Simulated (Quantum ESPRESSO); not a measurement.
# AgRh (P-6m2) in Quantum ESPRESSO: single point with PBEsol

Aim: the single point of AgRh with PBEsol.

Program: Quantum ESPRESSO 7.5. These are calculated values, not measurements. Logs are shortened: lines on timing, memory, paths and dates and some standing lists are left out, and cuts for length are marked.

## 1. The crystal as given

Symmetry: P-6m2, No. 187, hexagonal system. The conventional cell has a = 2.778 Å, b = 2.778 Å, c = 4.809 Å, α = 90.00°, β = 90.00°, γ = 120.00°. Ag (site symmetry -6m2) has 6 Ag at 2.78 Å and 6 Rh at 2.89 Å as nearest neighbours. Rh (site symmetry -6m2) has 6 Rh at 2.78 Å and 6 Ag at 2.89 Å as nearest neighbours.

The cell comes from a database or a generator and needn't be the stable form of this composition.

## 2. Single point, PBEsol

The input, run.py:

```python
import numpy as np
from ase.calculators.espresso import Espresso, EspressoProfile
import spglib
from ase import Atoms
from ase.io import read

atoms = read('AgRh.cif')
cell, pos, num = spglib.standardize_cell((atoms.cell[:], atoms.get_scaled_positions(), atoms.numbers), to_primitive=True, symprec=1e-4)
atoms = Atoms(numbers=num, cell=cell, scaled_positions=pos, pbc=True)

input_data = {
    'control': {'calculation': 'scf', 'prefix': 'pwscf', 'outdir': './tmp', 'tprnfor': True, 'tstress': True, 'disk_io': 'nowf'},
    'system': {'ecutwfc': 56.0, 'ecutrho': 448.0, 'nbnd': 25, 'occupations': 'smearing', 'smearing': 'fd', 'degauss': 0.00367493},
    'electrons': {'conv_thr': 4e-10, 'electron_maxstep': 120, 'mixing_beta': 0.5},
}
pseudopotentials = {'Ag': 'ag_pbesol_v1.4.uspp.F.UPF', 'Rh': 'rh_pbesol_v1.4.uspp.F.UPF'}
profile = EspressoProfile(command='mpirun -n 2 pw.x -nk 2', pseudo_dir='pseudo')
dft = Espresso(profile=profile, input_data=input_data, pseudopotentials=pseudopotentials, kpts=(11, 11, 6), koffset=(0, 0, 0))
atoms.calc = dft

print(f'energy {atoms.get_potential_energy():.8f} eV')
print('forces (eV/A)')
print(np.round(atoms.get_forces(), 6))
print('stress (eV/A^3, Voigt)')
print(np.round(atoms.get_stress(), 8))
print(f'Fermi level {dft.get_fermi_level():.4f} eV')
```

The input, AgRh.cif:

```cif
data_AgRh
_cell_length_a 2.77758820
_cell_length_b 2.77758820
_cell_length_c 4.80860200
_cell_angle_alpha 90.00000000
_cell_angle_beta 90.00000000
_cell_angle_gamma 120.00000000
_space_group_name_H-M_alt 'P-6m2'
_space_group_name_Hall 'P -6 2'
_space_group_IT_number 187
loop_
_space_group_symop_operation_xyz
'x,y,z'
'-x+y,-x,-z'
'-y,x-y,z'
'x,y,-z'
'-x+y,-x,z'
'-y,x-y,-z'
'-y,-x,-z'
'x,x-y,z'
'-x+y,y,-z'
'-y,-x,z'
'x,x-y,-z'
'-x+y,y,z'
loop_
_atom_site_label
_atom_site_type_symbol
_atom_site_symmetry_multiplicity
_atom_site_Wyckoff_symbol
_atom_site_fract_x
_atom_site_fract_y
_atom_site_fract_z
_atom_site_occupancy
Ag1 Ag 1 b 0.0000000000 0.0000000000 0.5000000000 1
Rh1 Rh 1 e 0.6666666667 0.3333333333 0.0000000000 1
```

Potentials or basis: GBRV 1.5 PBEsol.

Run with:

```bash
$ OMP_NUM_THREADS=1 python run.py
```

Log:

```text
energy -6349.34673197 eV
forces (eV/A)
[[ 0. -0.  0.]
 [ 0.  0.  0.]]
stress (eV/A^3, Voigt)
[ 0.06571713  0.06571713  0.06753508  0.         -0.          0.        ]
Fermi level 17.4503 eV
```

espresso.pwi:

```text
&CONTROL
   calculation      = 'scf'
   tstress          = .true.
   tprnfor          = .true.
   outdir           = './tmp'
   prefix           = 'pwscf'
   disk_io          = 'nowf'
   pseudo_dir       = 'pseudo'
/
&SYSTEM
   nbnd             = 25
   ecutwfc          = 56.0
   ecutrho          = 448.0
   occupations      = 'smearing'
   degauss          = 0.00367493
   smearing         = 'fd'
   ntyp             = 2
   nat              = 2
   ibrav            = 0
/
&ELECTRONS
   electron_maxstep = 120
   conv_thr         = 4e-10
   mixing_beta      = 0.5
/
&IONS
/
&CELL
/
&FCP
/
&RISM
/
ATOMIC_SPECIES
Ag 107.8682 ag_pbesol_v1.4.uspp.F.UPF
Rh 102.9055 rh_pbesol_v1.4.uspp.F.UPF

K_POINTS automatic
11 11 6  0 0 0

CELL_PARAMETERS angstrom
2.77758820000000 0.00000000000000 0.00000000000000
-1.38879410000000 2.40546194245189 0.00000000000000
0.00000000000000 0.00000000000000 4.80860200000000

ATOMIC_POSITIONS angstrom
Ag 0.0000000000 0.0000000000 2.4043010000  
Rh 1.3887941000 0.8018206475 0.0000000000
```

espresso.pwo:

```text
This program is part of the open-source Quantum ESPRESSO suite
     for quantum simulation of materials; please cite
         "P. Giannozzi et al., J. Phys.:Condens. Matter 21 395502 (2009);
         "P. Giannozzi et al., J. Phys.:Condens. Matter 29 465901 (2017);
         "P. Giannozzi et al., J. Chem. Phys. 152 154105 (2020);
     in publications or presentations arising from this work. More details at

Warning: card &CELL ignored
Warning: card &FCP ignored
Warning: card &RISM ignored

     Message from routine setup:
[... 7 lines left out ...]
     --------------------
     sticks:   dense  smooth     PW     G-vecs:    dense   smooth      PW
     Sum         847     433    127                34759    12235    2059

     Using Slab Decomposition

     bravais-lattice index     =            0
     lattice parameter (alat)  =       5.2489  a.u.
     unit-cell volume          =     216.8112 (a.u.)^3
     number of atoms/cell      =            2
     number of atomic types    =            2
     number of electrons       =        34.00
     number of Kohn-Sham states=           25
     kinetic-energy cutoff     =      56.0000  Ry
     charge density cutoff     =     448.0000  Ry
     scf convergence threshold =      4.0E-10
     mixing beta               =       0.5000
     number of iterations used =            8  plain     mixing
     Exchange-correlation= SLA  PW   PSX  PSC
                           (   1   4  10   8   0   0   0)

     celldm(1)=   5.248881  celldm(2)=   0.000000  celldm(3)=   0.000000
     celldm(4)=   0.000000  celldm(5)=   0.000000  celldm(6)=   0.000000

     crystal axes: (cart. coord. in units of alat)
               a(1) = (   1.000000   0.000000   0.000000 )
               a(2) = (  -0.500000   0.866025   0.000000 )
               a(3) = (   0.000000   0.000000   1.731215 )

     reciprocal axes: (cart. coord. in units 2 pi/alat)
               b(1) = (  1.000000  0.577350 -0.000000 )
               b(2) = (  0.000000  1.154701  0.000000 )
               b(3) = (  0.000000 -0.000000  0.577629 )

     PseudoPot. # 1 for Ag read from file:
     ag_pbesol_v1.4.uspp.F.UPF
     Pseudo is Ultrasoft + core correction, Zval = 19.0
     Generated by new atomic code, or converted to UPF format
     Using radial grid of  887 points,  6 beta functions with:
                l(1) =   0
                l(2) =   0
                l(3) =   1
                l(4) =   1
                l(5) =   2
                l(6) =   2
     Q(r) pseudized with  6 coefficients,  rinner =    1.300   1.300   1.300
                                                       1.300   1.300

     PseudoPot. # 2 for Rh read from file:
     rh_pbesol_v1.4.uspp.F.UPF
     Pseudo is Ultrasoft + core correction, Zval = 15.0
     Generated by new atomic code, or converted to UPF format
     Using radial grid of  969 points,  7 beta functions with:
                l(1) =   0
                l(2) =   0
                l(3) =   1
                l(4) =   1
                l(5) =   2
                l(6) =   2
                l(7) =   2
     Q(r) pseudized with  8 coefficients,  rinner =    1.200   1.200   1.200
                                                       1.200   1.200

     atomic species   valence    mass     pseudopotential
     Ag               19.00   107.86820     Ag( 1.00)
     Rh               15.00   102.90550     Rh( 1.00)

     12 Sym. Ops. (no inversion) found

   Cartesian axes

     site n.     atom                  positions (alat units)
         1        Ag     tau(   1) = (   0.0000000   0.0000000   0.8656074  )
         2        Rh     tau(   2) = (   0.5000000   0.2886751   0.0000000  )

     number of k points=    64  Fermi-Dirac smearing, width (Ry)=  0.0037
                       cart. coord. in units 2pi/alat
        k(    1) = (   0.0000000   0.0000000   0.0000000), wk =   0.0027548
        k(    2) = (   0.0000000   0.0000000   0.0962715), wk =   0.0055096
        k(    3) = (   0.0000000   0.0000000   0.1925430), wk =   0.0055096
        k(    4) = (   0.0000000   0.0000000  -0.2888145), wk =   0.0027548
        k(    5) = (   0.0000000   0.1049728   0.0000000), wk =   0.0165289
        k(    6) = (   0.0000000   0.1049728   0.0962715), wk =   0.0330579
[... 56 lines left out ...]
        k(   63) = (   0.2727273   0.5773503   0.1925430), wk =   0.0330579
        k(   64) = (   0.2727273   0.5773503  -0.2888145), wk =   0.0165289

     Dense  grid:    34759 G-vectors     FFT dimensions: (  36,  36,  64)

     Smooth grid:    12235 G-vectors     FFT dimensions: (  25,  25,  45)

     Initial potential from superposition of free atoms

     starting charge      32.9999, renormalised to      34.0000

     negative rho (up, down):  5.435E-02 0.000E+00
     Starting wfcs are   25 randomized atomic wfcs

     Self-consistent Calculation

     iteration #  1     ecut=    56.00 Ry     beta= 0.50
     Davidson diagonalization with overlap
     ethr =  1.00E-02,  avg # of iterations =  5.2

     negative rho (up, down):  5.244E-02 0.000E+00

     total energy              =    -463.13930146 Ry
     estimated scf accuracy    <       6.26414191 Ry

     iteration #  2     ecut=    56.00 Ry     beta= 0.50
     Davidson diagonalization with overlap
     ethr =  1.00E-02,  avg # of iterations =  2.4

     negative rho (up, down):  5.639E-02 0.000E+00

     total energy              =    -464.04717435 Ry
     estimated scf accuracy    <      22.42002885 Ry

     iteration #  3     ecut=    56.00 Ry     beta= 0.50
     Davidson diagonalization with overlap
     ethr =  1.00E-02,  avg # of iterations =  2.1

     negative rho (up, down):  5.536E-02 0.000E+00

     total energy              =    -466.62902629 Ry
     estimated scf accuracy    <       0.60364105 Ry

     iteration #  4     ecut=    56.00 Ry     beta= 0.50
     Davidson diagonalization with overlap
     ethr =  1.78E-03,  avg # of iterations =  2.0
[... 64 lines left out ...]
     negative rho (up, down):  5.517E-02 0.000E+00

     total energy              =    -466.66841813 Ry
     estimated scf accuracy    <          3.1E-09 Ry

     iteration # 12     ecut=    56.00 Ry     beta= 0.50
     Davidson diagonalization with overlap
     ethr =  9.24E-12,  avg # of iterations =  2.2

     negative rho (up, down):  5.517E-02 0.000E+00

     total energy              =    -466.66841814 Ry
     estimated scf accuracy    <          7.0E-10 Ry

     iteration # 13     ecut=    56.00 Ry     beta= 0.50
     Davidson diagonalization with overlap
     ethr =  2.05E-12,  avg # of iterations =  1.2

     negative rho (up, down):  5.517E-02 0.000E+00

     End of self-consistent calculation

          k = 0.0000 0.0000 0.0000 (  1581 PWs)   bands (ev):

   -73.9755 -37.4573 -37.3778 -37.3778 -28.1528 -28.1521 -28.1521  10.2187
    11.7379  13.2595  13.2595  14.2196  14.4380  14.4380  15.6670  15.6670
    17.5669  17.5884  17.5884  22.7631  34.4237  34.9761  36.6258  38.8276
    38.8276

          k = 0.0000 0.0000 0.0963 (  1545 PWs)   bands (ev):

   -73.9755 -37.4570 -37.3778 -37.3778 -28.1535 -28.1521 -28.1521  10.4124
    11.7850  13.2500  13.2500  14.1344  14.4166  14.4166  15.7149  15.7149
    16.6999  17.5811  17.5811  24.0144  33.7126  35.1161  36.2656  38.6437
    38.6437

          k = 0.0000 0.0000 0.1925 (  1528 PWs)   bands (ev):

   -73.9755 -37.4564 -37.3777 -37.3777 -28.1550 -28.1522 -28.1522  10.8821
    11.9499  13.2322  13.2322  13.8055  14.3730  14.3730  15.4288  15.8141
    15.8141  17.5621  17.5621  26.5610  32.1252  34.7700  35.5266  38.5136
    38.5137

          k = 0.0000 0.0000-0.2888 (  1510 PWs)   bands (ev):

   -73.9755 -37.4561 -37.3777 -37.3777 -28.1558 -28.1522 -28.1522  11.1628
    12.1928  13.2240  13.2240  13.3679  14.3511  14.3511  14.9695  15.8655
    15.8655  17.5501  17.5501  29.0120  29.9624  34.6600  35.1008  38.5878
    38.5879

          k = 0.0000 0.1050 0.0000 (  1551 PWs)   bands (ev):
[... 398 lines left out ...]
          k = 0.2727 0.5774 0.0963 (  1525 PWs)   bands (ev):

   -73.9525 -37.5341 -37.4963 -37.4290 -28.4690 -28.3918 -28.0938  12.4883
    12.7224  13.0625  13.2842  13.4645  15.0678  15.5920  16.2316  16.4875
    17.0500  22.1160  22.5744  24.5820  27.1725  27.2884  29.5170  31.4389
    31.7384

          k = 0.2727 0.5774 0.1925 (  1529 PWs)   bands (ev):

   -73.9526 -37.5342 -37.4964 -37.4292 -28.4688 -28.3917 -28.0934  12.5022
    12.8249  12.9946  13.1964  13.5293  14.9893  15.7766  15.8830  16.3993
    17.3391  22.3200  23.0329  25.0744  25.8681  26.2054  28.1140  33.4409
    33.6684

          k = 0.2727 0.5774-0.2888 (  1540 PWs)   bands (ev):

   -73.9526 -37.5343 -37.4964 -37.4293 -28.4687 -28.3917 -28.0933  12.5129
    12.7927  13.1079  13.1159  13.5453  15.0103  15.5314  15.9896  16.3503
    17.4911  22.2955  23.7185  24.5566  25.7139  26.1794  27.2112  34.5737
    35.0613

     the Fermi energy is    17.4503 ev

!    total energy              =    -466.66841814 Ry
     estimated scf accuracy    <          1.4E-10 Ry
     smearing contrib. (-TS)   =      -0.00187309 Ry
     internal energy E=F+TS    =    -466.66654504 Ry

     The total energy is F=E-TS. E is the sum of the following terms:
     one-electron contribution =    -157.40964971 Ry
     hartree contribution      =     100.69343557 Ry
     xc contribution           =     -58.39540112 Ry
     ewald contribution        =    -351.55492978 Ry

     convergence has been achieved in  13 iterations

     negative rho (up, down):  5.517E-02 0.000E+00

     Forces acting on atoms (cartesian axes, Ry/au):

     atom    1 type  1   force =     0.00000000   -0.00000000    0.00000000
     atom    2 type  2   force =     0.00000000    0.00000000    0.00000000

     Total force =     0.000000     Total SCF correction =     0.000000

     Computing stress (Cartesian axis) and pressure

     negative rho (up, down):  5.517E-02 0.000E+00
          total   stress  (Ry/bohr**3)                   (kbar)     P=     -106.26
  -0.00071575  -0.00000000   0.00000000         -105.29       -0.00        0.00
  -0.00000000  -0.00071575  -0.00000000           -0.00     -105.29       -0.00
   0.00000000   0.00000000  -0.00073555            0.00        0.00     -108.20

=------------------------------------------------------------------------------=
   JOB DONE.
=------------------------------------------------------------------------------=
```

Wall time 1.8 min (2 MPI ranks of Intel Xeon at 2.50GHz (Skylake/Cascade Lake), shared host); peak memory 0.32 GiB.

Results:

```
Free energy            : -6349.3473 eV
Pressure               : -10.6 GPa
Band gap on the k mesh : none (metal or under the smearing width)
```

## 3. The reference run

An earlier run on the cell as given: functional PBEsol; potentials or basis GBRV 1.5 PBEsol; cutoff 762 eV; density cutoff 6095 eV; k mesh 11 × 11 × 6; occupations fermi-dirac, width 0.05 eV; no spin polarisation.

- Pressure: -10.6 GPa
- Band gap on the k mesh: none (metal or under the smearing width)
